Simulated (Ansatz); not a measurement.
# SnSe: the cost of one run

Program: Ansatz 0.2.0. Level of theory: DFT LDA, scalar-relativistic. These are calculated values, not measurements.

### 1 Starting point

It takes space group Fm-3m (No. 225, cubic). Conventional cell: a = 6.020 Å, b = 6.020 Å, c = 6.020 Å, α = 90.00°, β = 90.00°, γ = 90.00°. Around Sn (site symmetry m-3m) lie 6 Se at 3.01 Å. Se (site symmetry m-3m) is surrounded by 6 Sn at 3.01 Å.

Structure file:

```cif
data_structure
_symmetry_space_group_name_H-M 'Fm-3m'
_symmetry_Int_Tables_number 225
_cell_length_a 6.0200
_cell_length_b 6.0200
_cell_length_c 6.0200
_cell_angle_alpha 90.000
_cell_angle_beta 90.000
_cell_angle_gamma 90.000
_cell_volume 218.17
loop_
_atom_site_label
_atom_site_type_symbol
_atom_site_symmetry_multiplicity
_atom_site_Wyckoff_symbol
_atom_site_fract_x
_atom_site_fract_y
_atom_site_fract_z
_atom_site_occupancy
Sn1 Sn 4 a 0.00000 0.00000 0.00000 1
Se1 Se 4 b 0.50000 0.00000 0.00000 1
```

The file gives the conventional cell by its symmetry; the runs use the cell typed in the input.

Atoms are numbered in the order of the input: Sn1, Se2.

### 2 After the deformation

Space group Fm-3m before, I4/mmm after.

### 3 All-electron LAPW

File input.yaml:

```yaml
crystal:
  lattice:
    - [0.0, 3.01, 3.0401]
    - [3.01, 0.0, 3.0401]
    - [3.01, 3.01, 0.0]
  atoms:
    - { symbol: Sn, position: [0.0, 0.0, 0.0] }
    - { symbol: Se, position: [0.5, 0.5, 0.5] }
kpoints:
  mp_grid: { grid: [9, 9, 9] }
  band_path:
    path:
      - [0.0, 0.0, 0.0]
      - [0.0, 0.5, 0.5]
      - [0.25, 0.75, 0.5]
      - [0.0, 0.5, 0.0]
      - [0.0, 0.0, 0.0]
      - [0.5, 0.5, 0.0]
      - [0.3725370062, 0.6274629938, 0.0]
      - [-0.3725370062, 0.3725370062, 0.0]
      - [0.0, 0.0, 0.0]
    npoints: 5
scf:
  occupations: { method: fermi_dirac, width: 0.02 }
hamiltonian:
  xc: lda
  pseudopotentials: { kind: all_electron, lapw: { basis_error: 0.00025 } }
output:
  forces: true
  stress: true
  eigenvalues: true
```

On the command line:

```
$ ansatz run input.yaml --threads 1 --pin off --max-ram 3072MiB --backend cpu --events-out ev --progress --plain --runs-dir out
```

**Question.** How long does this run take on 1 thread of Intel Xeon Platinum 8488C (Sapphire Rapids), shared host, and how much memory does it need?

About 18 s, with a peak of 0.49 GiB.
